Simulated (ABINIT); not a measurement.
# GdO (Pm-3m) in ABINIT: Hubbard U by linear response with WC+U

Aim: the Hubbard U by linear response of GdO with WC+U.

All numbers are computed with ABINIT 10.8.3 (patched build); they aren't measurements. Logs are shortened: lines on timing, memory, paths and dates and some standing lists are left out, and cuts for length are marked. The log counts tension as positive stress, the text compression.

### Step 1. The crystal as given

Symmetry: Pm-3m, No. 221, cubic system. The conventional cell has a = 2.802 Å, b = 2.802 Å, c = 2.802 Å, α = 90.00°, β = 90.00°, γ = 90.00°. Gd (site symmetry m-3m) has 8 O at 2.43 Å as nearest neighbours. O (site symmetry m-3m) has 8 Gd at 2.43 Å as nearest neighbours.

The cell comes from a database or a generator and needn't be the stable form of this composition.

### Step 2. Hubbard U by linear response, WC+U, collinear spin, ferromagnetic start

File run.abi:

```
ndtset 4

pp_dirpath "./"
pseudos "Gd.GGA_PBE-JTH.xml, O.GGA_PBE-JTH.xml"

structure "poscar:POSCAR"
natom 2

ecut 19.0
pawecutdg 38.0
pawxcdev 0

kptopt 2
ngkpt 4 4 4
nshiftk 1
shiftk 0.0 0.0 0.0

ixc 23

nband 21
occopt 3
tsmear 0.05 eV

nsppol 2
spinat
     0.0000000000     0.0000000000     7.0000000000
     0.0000000000     0.0000000000     0.0000000000
nsym 1

usepawu 1
lpawu 3 -1
upawu 0.0 0.0 eV
jpawu 0.0 0.0 eV
dmatpuopt 2

nstep 120
diemix 0.1
tolvrs 1.0e-9

prteig 0
prtebands 0
prtden 0
prtwf 0

irdwfk 1
macro_uj 1
pawujat 1
pawujv1 -0.15 eV
pawujv2 -0.05 eV
pawujv3 0.05 eV
pawujv4 0.15 eV
```

File POSCAR:

```
GdO
1.0
    2.8018137600      0.0000000000      0.0000000000
    0.0000000000      2.8018137600      0.0000000000
    0.0000000000      0.0000000000      2.8018137600
Gd O
1 1
Direct
    0.0000000000      0.0000000000      0.0000000000  Gd
    0.5000000000      0.5000000000      0.5000000000  O
```

File gs.abi:

```
pp_dirpath "./"
pseudos "Gd.GGA_PBE-JTH.xml, O.GGA_PBE-JTH.xml"

structure "poscar:POSCAR"
natom 2

ecut 19.0
pawecutdg 38.0
pawxcdev 0

kptopt 2
ngkpt 4 4 4
nshiftk 1
shiftk 0.0 0.0 0.0

ixc 23

nband 21
occopt 3
tsmear 0.05 eV

nsppol 2
spinat
     0.0000000000     0.0000000000     7.0000000000
     0.0000000000     0.0000000000     0.0000000000
nsym 1

usepawu 1
lpawu 3 -1
upawu 0.0 0.0 eV
jpawu 0.0 0.0 eV
dmatpuopt 2

nstep 120
diemix 0.1
tolvrs 1.0e-9

prteig 0
prtebands 0
prtden 0
```

Potentials or basis: JTH PAW PBE v2.0.

Command:

```console
abinit gs.abi > log 2>&1
ln -s gso_WFK runi_DS1_WFK
ln -s gso_WFK runi_DS2_WFK
ln -s gso_WFK runi_DS3_WFK
ln -s gso_WFK runi_DS4_WFK
abinit run.abi > log 2>&1
lruj runo_DS1_LRUJ.nc runo_DS2_LRUJ.nc runo_DS3_LRUJ.nc runo_DS4_LRUJ.nc > lruj.log 2>&1
```

run.abo:

```text
.Version 10.8.3 of ABINIT
 DATASET    1 : space group P1 (#  1); Bravais aP (primitive triclinic)
================================================================================
 Values of the parameters that define the memory need for DATASET  1.
     intxc =       0    ionmov =       0      iscf =      17    lmnmax =      32
     lnmax =       8     mgfft =      24  mpssoang =       4    mqgrid =    3001
     natom =       2  nloc_mem =       2    nspden =       2   nspinor =       1
    nsppol =       2      nsym =       1    n1xccc =       1    ntypat =       2
    occopt =       3   xclevel =       2
       mpw =         592          nfft =       13824          nkpt =          36
 PAW method is used; the additional fine FFT grid is defined by:
   mgfftf=        30    nfftf =     27000
================================================================================
================================================================================
[... 29 lines left out ...]
 DATASET    4 : space group P1 (#  1); Bravais aP (primitive triclinic)
================================================================================
 Values of the parameters that define the memory need for DATASET  4.
     intxc =       0    ionmov =       0      iscf =      17    lmnmax =      32
     lnmax =       8     mgfft =      24  mpssoang =       4    mqgrid =    3001
     natom =       2  nloc_mem =       2    nspden =       2   nspinor =       1
    nsppol =       2      nsym =       1    n1xccc =       1    ntypat =       2
    occopt =       3   xclevel =       2
       mpw =         592          nfft =       13824          nkpt =          36
 PAW method is used; the additional fine FFT grid is defined by:
   mgfftf=        30    nfftf =     27000
================================================================================
================================================================================

--------------------------------------------------------------------------------
------------- Echo of variables that govern the present computation ------------
--------------------------------------------------------------------------------
 -outvars: echo values of preprocessed input variables --------
            acell      1.0000000000E+00  1.0000000000E+00  1.0000000000E+00 Bohr
              amu      1.57250000E+02  1.59994000E+01
         atvshift1      -0.00551   -0.00551   -0.00551   -0.00551   -0.00551
                        -0.00551   -0.00551   -0.00551   -0.00551   -0.00551
                        -0.00551   -0.00551   -0.00551   -0.00551    0.00000
                         0.00000    0.00000    0.00000    0.00000    0.00000
                         0.00000    0.00000    0.00000    0.00000    0.00000
                         0.00000    0.00000    0.00000
         atvshift2      -0.00184   -0.00184   -0.00184   -0.00184   -0.00184
                        -0.00184   -0.00184   -0.00184   -0.00184   -0.00184
                        -0.00184   -0.00184   -0.00184   -0.00184    0.00000
                         0.00000    0.00000    0.00000    0.00000    0.00000
                         0.00000    0.00000    0.00000    0.00000    0.00000
                         0.00000    0.00000    0.00000
         atvshift3       0.00184    0.00184    0.00184    0.00184    0.00184
                         0.00184    0.00184    0.00184    0.00184    0.00184
                         0.00184    0.00184    0.00184    0.00184    0.00000
                         0.00000    0.00000    0.00000    0.00000    0.00000
                         0.00000    0.00000    0.00000    0.00000    0.00000
                         0.00000    0.00000    0.00000
         atvshift4       0.00551    0.00551    0.00551    0.00551    0.00551
                         0.00551    0.00551    0.00551    0.00551    0.00551
                         0.00551    0.00551    0.00551    0.00551    0.00000
                         0.00000    0.00000    0.00000    0.00000    0.00000
                         0.00000    0.00000    0.00000    0.00000    0.00000
                         0.00000    0.00000    0.00000
           diemix      1.00000000E-01
             ecut      1.90000000E+01 Hartree
           irdwfk           1
              ixc          23
           jdtset        1    2    3    4
           kptopt           2
         kptrlatt        4    0    0      0    4    0      0    0    4
          kptrlen      2.11786426E+01
            lpawu           3      -1
         macro_uj        1
            natom           2
            nband          21
        natvshift        7
           ndtset           4
            ngfft          24      24      24
          ngfftdg          30      30      30
             nkpt          36
           nspden           2
           nsppol           2
            nstep         120
             nsym           1
           ntypat           2
           occopt           3
        pawecutdg      3.80000000E+01 Hartree
           pawujv1    -5.5123983263E-03 Hartree
           pawujv2    -1.8374661088E-03 Hartree
           pawujv3     1.8374661088E-03 Hartree
           pawujv4     5.5123983263E-03 Hartree
         pawxcdev           0
           prtden           0
        prtebands           0
           prteig           0
            prtwf           0
            rprim      5.2946606622E+00  0.0000000000E+00  0.0000000000E+00
                       0.0000000000E+00  5.2946606622E+00  0.0000000000E+00
                       0.0000000000E+00  0.0000000000E+00  5.2946606622E+00
          spgroup           1
           spinat      0.0000000000E+00  0.0000000000E+00  7.0000000000E+00
                       0.0000000000E+00  0.0000000000E+00  0.0000000000E+00
           tolvrs      1.00000000E-09
           tsmear      1.83746611E-03 Hartree
            typat      1  2
          usepawu           1
           useylm           1
           xangst      0.0000000000E+00  0.0000000000E+00  0.0000000000E+00
                       1.4009068800E+00  1.4009068800E+00  1.4009068800E+00
            xcart      0.0000000000E+00  0.0000000000E+00  0.0000000000E+00
                       2.6473303311E+00  2.6473303311E+00  2.6473303311E+00
             xred      0.0000000000E+00  0.0000000000E+00  0.0000000000E+00
                       5.0000000000E-01  5.0000000000E-01  5.0000000000E-01
            znucl       64.00000    8.00000

================================================================================

 chkinp: Checking input parameters for consistency, jdtset=   1.

 chkinp: Checking input parameters for consistency, jdtset=   2.
[... 40 lines left out ...]
 getcut: wavevector=  0.0000  0.0000  0.0000  ngfft=  30  30  30
         ecut(hartree)=     38.000   => boxcut(ratio)=   2.04186

--- Pseudopotential description ------------------------------------------------
- pspini: atom type   1  psp file is ./Gd.GGA_PBE-JTH.xml
 Pseudopotential format is: paw10
 basis_size (lnmax)=  8 (lmn_size= 32), orbitals=   0   0   1   1   2   2   3   3
 Spheres core radius: rc_sph= 2.51208759
 Shapefunction is SIN type: shapef(r)=[sin(pi*r/rshp)/(pi*r/rshp)]**2
 Radius for shape functions =  2.31972311
 Compensation charge density is not taken into account in XC energy/potential

- pspini: atom type   2  psp file is ./O.GGA_PBE-JTH.xml
 Pseudopotential format is: paw10
 basis_size (lnmax)=  4 (lmn_size=  8), orbitals=   0   0   1   1
 Spheres core radius: rc_sph= 1.41465230
 Shapefunction is SIN type: shapef(r)=[sin(pi*r/rshp)/(pi*r/rshp)]**2
 Radius for shape functions =  1.20231231
 Compensation charge density is not taken into account in XC energy/potential

   2.10471357E+03                                ecore*ucvol(ha*bohr**3)
--------------------------------------------------------------------------------

-inwffil : will read wavefunctions from disk file runi_DS1_WFK

 ******************************************
 DFT+U Method used: FLL
 ******************************************
[... 601 lines left out ...]
     iter   Etot(hartree)      deltaE(h)  residm     nres2   difmagsph maxmagsph
 ETOT  1  -128.77386792406    -1.288E+02 4.242E-08 3.379E-04 7.034E+00 7.034E+00
 ETOT  2  -128.77386638598     1.538E-06 4.304E-10 1.348E-04 1.758E-04 7.034E+00
 ETOT  3  -128.77386526190     1.124E-06 3.313E-06 1.801E-05 2.885E-04 7.033E+00
 ETOT  4  -128.77386525159     1.031E-08 4.275E-07 2.835E-05 8.896E-05 7.033E+00
 ETOT  5  -128.77386531826    -6.666E-08 1.606E-07 7.880E-06 9.195E-05 7.033E+00
 ETOT  6  -128.77386537377    -5.551E-08 3.129E-07 8.424E-06 4.272E-05 7.033E+00
 ETOT  7  -128.77386539890    -2.514E-08 2.801E-09 1.622E-05 9.573E-06 7.033E+00
 ETOT  8  -128.77386535459     4.431E-08 1.445E-07 1.200E-06 8.348E-05 7.033E+00
 ETOT  9  -128.77386535672    -2.124E-09 1.220E-09 2.144E-07 9.305E-06 7.033E+00
 ETOT 10  -128.77386535679    -6.719E-11 8.907E-12 2.250E-07 5.558E-07 7.033E+00
[... 54 further cycles ...]
 ETOT 65  -128.77386535815    -3.982E-11 3.462E-12 2.044E-09 1.414E-08 7.033E+00
 ETOT 66  -128.77386535842    -2.629E-10 4.140E-12 1.849E-09 7.723E-08 7.033E+00
 ETOT 67  -128.77386535966    -1.244E-09 2.826E-11 1.177E-09 5.562E-07 7.033E+00
 ETOT 68  -128.77386535962     3.803E-11 3.426E-12 1.384E-09 1.905E-07 7.033E+00
 ETOT 69  -128.77386535948     1.480E-10 3.110E-12 1.524E-09 2.095E-07 7.033E+00
 ETOT 70  -128.77386535960    -1.212E-10 1.170E-11 1.217E-09 6.434E-08 7.033E+00
 ETOT 71  -128.77386535959     3.638E-12 1.202E-12 1.278E-09 4.701E-08 7.033E+00
 ETOT 72  -128.77386535956     2.845E-11 1.141E-12 1.266E-09 3.143E-08 7.033E+00
 ETOT 73  -128.77386535956     6.253E-12 6.922E-13 1.078E-09 9.210E-09 7.033E+00
 ETOT 74  -128.77386535938     1.738E-10 2.356E-12 4.269E-10 1.939E-07 7.033E+00
[... 506 lines left out ...]
-Cartesian components of stress tensor (GPa)         [Pressure=  4.4919E+01 GPa]
- sigma(1 1)= -4.49187708E+01  sigma(3 2)= -1.89430733E-04
- sigma(2 2)= -4.49190829E+01  sigma(3 1)=  2.82953732E-05
- sigma(3 3)= -4.49189363E+01  sigma(2 1)= -4.06631059E-05

== END DATASET(S) ==============================================================
================================================================================

 -outvars: echo values of variables after computation  --------
            acell      1.0000000000E+00  1.0000000000E+00  1.0000000000E+00 Bohr
           etotal1    -1.2882643680E+02
           etotal2    -1.2880013652E+02
           etotal3    -1.2877386536E+02
           etotal4    -1.2874762404E+02
            fcart1     1.0095437272E-07  8.0177920508E-09 -7.3744733510E-08
                      -1.0095437272E-07 -8.0177920508E-09  7.3744733510E-08
            fcart2     1.0703432507E-07 -2.8370787056E-07  8.0169312359E-07
                      -1.0703432507E-07  2.8370787056E-07 -8.0169312359E-07
            fcart3     1.1243775350E-07  3.8448253724E-07 -4.5195004937E-07
                      -1.1243775350E-07 -3.8448253724E-07  4.5195004937E-07
            fcart4     1.1842431723E-07  2.5032430100E-08  1.2688182156E-07
                      -1.1842431723E-07 -2.5032430100E-08 -1.2688182156E-07
            rprim      5.2946606622E+00  0.0000000000E+00  0.0000000000E+00
                       0.0000000000E+00  5.2946606622E+00  0.0000000000E+00
                       0.0000000000E+00  0.0000000000E+00  5.2946606622E+00
           strten1    -1.5084861490E-03 -1.5084811668E-03 -1.5084825832E-03
                      -1.1120032242E-10 -4.2296684159E-09 -2.7776186172E-09
           strten2    -1.5145184526E-03 -1.5145030585E-03 -1.5145111643E-03
                      -1.0071363481E-08  4.2157941065E-09 -5.0810361306E-09
           strten3    -1.5206020902E-03 -1.5205968527E-03 -1.5205999405E-03
                       3.3681674619E-09  5.0355845253E-09 -3.2386117002E-09
           strten4    -1.5267579877E-03 -1.5267685942E-03 -1.5267636137E-03
                      -6.4386197466E-09  9.6174018865E-10 -1.3821108773E-09
           xangst      0.0000000000E+00  0.0000000000E+00  0.0000000000E+00
                       1.4009068800E+00  1.4009068800E+00  1.4009068800E+00
             xred      0.0000000000E+00  0.0000000000E+00  0.0000000000E+00
                       5.0000000000E-01  5.0000000000E-01  5.0000000000E-01
 Calculation completed.
```

It took 10 min on 1 thread of Arm Neoverse V1, shared host; peak memory 0.14 GiB.

Results:

| Quantity | Value |
| --- | --- |
| Free energy | -3504.4727 eV |
| Pressure | 44.6 GPa |
| Band gap on the k mesh | none (metal or under the smearing width) |
| Net moment | 7.19 μB per cell |
| Site moments | Gd +7.03; O +0.01 μB |
| Hubbard U from linear response | 5.12 eV |

Eigenvalues of the final occupation matrices:
| site | spin | trace | eigenvalues |
| --- | --- | --- | --- |
| atom 1 | 1 | 6.92 | 0.98 0.98 0.98 0.99 0.99 0.99 1.00 |
| atom 1 | 2 | 0.23 | 0.03 0.03 0.03 0.03 0.04 0.04 0.04 |

Caveat: the k mesh is coarse (spacing up to 0.56 Å⁻¹), so the values aren't converged; the shifted atom has its images in every cell, so this scalar value isn't converged in cell size and belongs to these projectors alone; a pressure of tens of GPa on the cell as given is suspect, and the run, the potentials or the cell itself is likely at fault; the PAW data sets were made with another functional, which shifts forces and pressure a little; spin-orbit coupling is left out, which moves the levels of the heavy elements; a cell with one magnetic atom can't hold antiferromagnetic order, which such compounds often take. The state reached can hang on the start; a lower one may exist.
